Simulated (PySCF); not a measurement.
# A diatomic session: CaS, part 2 of 2

PySCF 2.14.0; Ca def2-SVPD, S def2-SVPD; no relativity. Earlier steps stand in the parts before.

### Step 13. MP2 and coupled cluster

Reference: RHF; core orbitals frozen: 10.

Log of the coupled-cluster run at 2.313 Å:

```text
******** <class 'pyscf.cc.ccsd.CCSD'> ********
CC2 = 0
CCSD nocc = 8, nmo = 44
frozen orbitals [0, 1, 2, 3, 4, 5, 6, 7, 8, 9]
max_cycle = 80
direct = 0
conv_tol = 1e-07
conv_tol_normt = 1e-05
diis_space = 8
diis_start_cycle = 0
diis_start_energy_diff = 1e+09
max_memory 909 MB (current use 366 MB)
Init t2, MP2 energy = -1074.34803681107  E_corr(MP2) -0.264622326612302
Init E_corr(CCSD) = -0.264622326614033
cycle = 1  E_corr(CCSD) = -0.272778694428431  dE = -0.00815636781  norm(t1,t2) = 0.0833555
cycle = 2  E_corr(CCSD) = -0.280700761330989  dE = -0.0079220669  norm(t1,t2) = 0.0427551
cycle = 3  E_corr(CCSD) = -0.280166136951005  dE = 0.00053462438  norm(t1,t2) = 0.041589
cycle = 4  E_corr(CCSD) = -0.281890353007992  dE = -0.00172421606  norm(t1,t2) = 0.0178129
cycle = 5  E_corr(CCSD) = -0.282427078439078  dE = -0.000536725431  norm(t1,t2) = 0.00837939
cycle = 6  E_corr(CCSD) = -0.28213896582779  dE = 0.000288112611  norm(t1,t2) = 0.00473979
cycle = 7  E_corr(CCSD) = -0.282113208895278  dE = 2.57569325e-05  norm(t1,t2) = 0.0013744
cycle = 8  E_corr(CCSD) = -0.282180363854344  dE = -6.71549591e-05  norm(t1,t2) = 0.000605492
cycle = 9  E_corr(CCSD) = -0.282197028935584  dE = -1.66650812e-05  norm(t1,t2) = 0.000207478
cycle = 10  E_corr(CCSD) = -0.282193656536725  dE = 3.37239886e-06  norm(t1,t2) = 9.96873e-05
cycle = 11  E_corr(CCSD) = -0.282189193908887  dE = 4.46262784e-06  norm(t1,t2) = 5.2654e-05
cycle = 12  E_corr(CCSD) = -0.282190280268667  dE = -1.08635978e-06  norm(t1,t2) = 1.87251e-05
cycle = 13  E_corr(CCSD) = -0.282189805308418  dE = 4.74960249e-07  norm(t1,t2) = 8.8419e-06
cycle = 14  E_corr(CCSD) = -0.282190094476457  dE = -2.89168039e-07  norm(t1,t2) = 3.58374e-06
cycle = 15  E_corr(CCSD) = -0.282190184176402  dE = -8.96999454e-08  norm(t1,t2) = 1.43968e-06
CCSD converged
E(CCSD) = -1074.365604668638  E_corr = -0.2821901841764025
CCSD(T) correction = -0.0120247656943273
```

Correlation energy (eV) along the bond:

| R (Å) | MP2 | SCS-MP2 | CCSD | CCSD(T) | T1 |
| --- | --- | --- | --- | --- | --- |
| 1.989 | -7.262 | -6.850 | n/a | n/a | n/a |
| 2.082 | -7.215 | -6.815 | -7.673 | -7.967 | 0.031 |
| 2.174 | -7.193 | -6.803 | -7.662 | -7.967 | 0.034 |
| 2.244 | -7.191 | -6.808 | -7.666 | -7.981 | 0.036 |
| 2.313 | -7.201 | -6.822 | -7.679 | -8.006 | 0.038 |
| 2.382 | -7.221 | -6.846 | -7.699 | -8.041 | 0.040 |
| 2.475 | -7.262 | -6.891 | -7.737 | -8.102 | 0.042 |
| 2.591 | -7.332 | -6.965 | -7.799 | -8.195 | 0.044 |
| 2.729 | -7.431 | -7.073 | -7.889 | -8.318 | 0.044 |
| 2.914 | -7.537 | -7.205 | n/a | n/a | n/a |

RHF-MP2: Re = 2.389 Å, ωe = 423 cm⁻¹, ωexe = 1.84 cm⁻¹, αe = 0.000887 cm⁻¹, Be = 0.1662 cm⁻¹, De = 2.84 eV.

RHF-SCS-MP2: Re = 2.393 Å, ωe = 422 cm⁻¹, ωexe = 1.99 cm⁻¹, αe = 0.000903 cm⁻¹, Be = 0.1657 cm⁻¹, De = 2.65 eV.

RHF-CCSD: Re = 2.388 Å, ωe = 434 cm⁻¹, ωexe = 1.91 cm⁻¹, αe = 0.000835 cm⁻¹, Be = 0.1664 cm⁻¹, De = 2.38 eV.

RHF-CCSD(T): Re = 2.409 Å, ωe = 409 cm⁻¹, ωexe = 1.78 cm⁻¹, αe = 0.000898 cm⁻¹, Be = 0.1636 cm⁻¹, De = 2.63 eV.

### Step 14. All curves

Energy (eV) from each level's lowest point:

| R (Å) | RHF | RHF-MP2 | RHF-SCS-MP2 | RHF-CCSD | RHF-CCSD(T) | LDA | PBE | r²SCAN | PBE0 | B97-3 | M06-2X | LC-ωPBE |
| --- | --- | --- | --- | --- | --- | --- | --- | --- | --- | --- | --- | --- |
| 1.989 | 1.670 | 1.628 | 1.666 | n/a | n/a | 1.029 | 1.197 | 1.226 | 1.195 | 1.261 | 1.286 | 1.139 |
| 2.082 | 0.841 | 0.847 | 0.872 | 0.867 | 0.915 | 0.436 | 0.548 | 0.559 | 0.537 | 0.582 | 0.600 | 0.488 |
| 2.174 | 0.337 | 0.365 | 0.379 | 0.373 | 0.411 | 0.117 | 0.181 | 0.182 | 0.169 | 0.195 | 0.205 | 0.135 |
| 2.244 | 0.122 | 0.152 | 0.160 | 0.155 | 0.183 | 0.014 | 0.044 | 0.043 | 0.037 | 0.050 | 0.055 | 0.018 |
| 2.313 | 0.018 | 0.038 | 0.041 | 0.038 | 0.053 | 0.000 | 0.000 | 0.000 | 0.000 | 0.000 | 0.000 | 0.000 |
| 2.382 | 0.000 | 0.000 | 0.000 | 0.000 | 0.000 | 0.055 | 0.027 | 0.032 | 0.037 | 0.024 | 0.020 | 0.059 |
| 2.475 | 0.079 | 0.038 | 0.034 | 0.041 | 0.018 | 0.207 | 0.146 | 0.162 | 0.173 | 0.143 | 0.135 | 0.228 |
| 2.591 | 0.292 | 0.181 | 0.172 | 0.192 | 0.138 | 0.483 | 0.385 | 0.420 | 0.437 | 0.386 | 0.374 | 0.539 |
| 2.729 | 0.642 | 0.432 | 0.415 | 0.453 | 0.365 | 0.884 | 0.746 | 0.811 | 0.830 | 0.753 | 0.735 | 0.997 |
| 2.914 | 1.159 | 0.843 | 0.800 | n/a | n/a | 1.456 | 1.275 | 1.385 | 1.399 | 1.289 | 1.264 | 1.655 |

The whole job (state search and all levels along the bond) took 1.9 min on 1 thread of Intel Xeon 6975P-C (shared host), peak memory 0.66 GiB.

### Step 15. Constants by level of theory

The summary covers parts 1 to 2.

Lowest PBE0 solution found, without spin–orbit coupling: ¹Σ⁺ (singlet), closed shell. State 2 has its PBE0 minimum 0.87 eV higher. State 3 has its PBE0 minimum 0.89 eV higher, as a spin-mixed determinant (⟨S²⟩ = 1.00), so this is no gap between pure states. State 4 has its PBE0 minimum 1.49 eV higher. The other levels ran on the lowest alone.

| level | Re (Å) | ωe (cm⁻¹) | De (eV) | μ (D) |
| --- | --- | --- | --- | --- |
| RHF | 2.363 | 480 | 1.41 | -13.32 |
| RHF-MP2 | 2.389 | 423 | 2.84 | n/a |
| RHF-SCS-MP2 | 2.393 | 422 | 2.65 | n/a |
| RHF-CCSD | 2.388 | 434 | 2.38 | n/a |
| RHF-CCSD(T) | 2.409 | 409 | 2.63 | n/a |
| LDA | 2.290 | 487 | 4.64 | -9.42 |
| PBE | 2.319 | 471 | 4.05 | -9.65 |
| r²SCAN | 2.315 | 485 | 4.13 | -10.49 |
| PBE0 | 2.310 | 488 | 3.67 | -10.71 |
| B97-3 | 2.322 | 477 | 3.54 | -10.51 |
| M06-2X | 2.326 | 477 | 3.22 | -11.27 |
| LC-ωPBE | 2.292 | 513 | 3.54 | -12.15 |
| measured | 2.3178 | 462.23 | n/a | n/a |

De is counted to Ca + S in their ground configurations. A positive dipole means Ca(−)S(+).

Measured values: Huber and Herzberg, Constants of Diatomic Molecules, 1979.

Differences from the measured constants:

| level | Re (mÅ) | ωe (%) |
| --- | --- | --- |
| RHF | +46 | +3.8 |
| RHF-MP2 | +72 | -8.4 |
| RHF-SCS-MP2 | +76 | -8.6 |
| RHF-CCSD | +70 | -6.2 |
| RHF-CCSD(T) | +91 | -11.6 |
| LDA | -27 | +5.4 |
| PBE | +1 | +1.8 |
| r²SCAN | -3 | +4.9 |
| PBE0 | -8 | +5.5 |
| B97-3 | +4 | +3.2 |
| M06-2X | +8 | +3.1 |
| LC-ωPBE | -25 | +11.0 |

Time per point (s) on 1 thread of Intel Xeon 6975P-C, shared host (CPU time, shared integrals of 0.16 s apart; correlated levels include their reference; CCSD comes with the CCSD(T) run); the times are rough: RHF 0.087, RHF-MP2 0.13, RHF-SCS-MP2 0.13, RHF-CCSD(T) 1.3, LDA 0.32, PBE 0.63, r²SCAN 0.81, PBE0 1.1, B97-3 0.52, M06-2X 0.89, LC-ωPBE 0.82.

Judged by the measured constants: best bond length PBE (+1 mÅ), worst RHF-CCSD(T) (+91 mÅ); best wavenumber PBE (+1.8 %), worst RHF-CCSD(T) (-11.6 %). In a basis this small the correlated methods are far from their limit, so the ranking is that of method and basis together. Among the levels with a De in the table, it runs from 1.41 eV (RHF) to 4.64 eV (LDA).

Correlated steps freeze 10 core orbitals. T1 is 0.040 near the minimum (highest on the curve 0.044), which may point to more than one leading configuration.
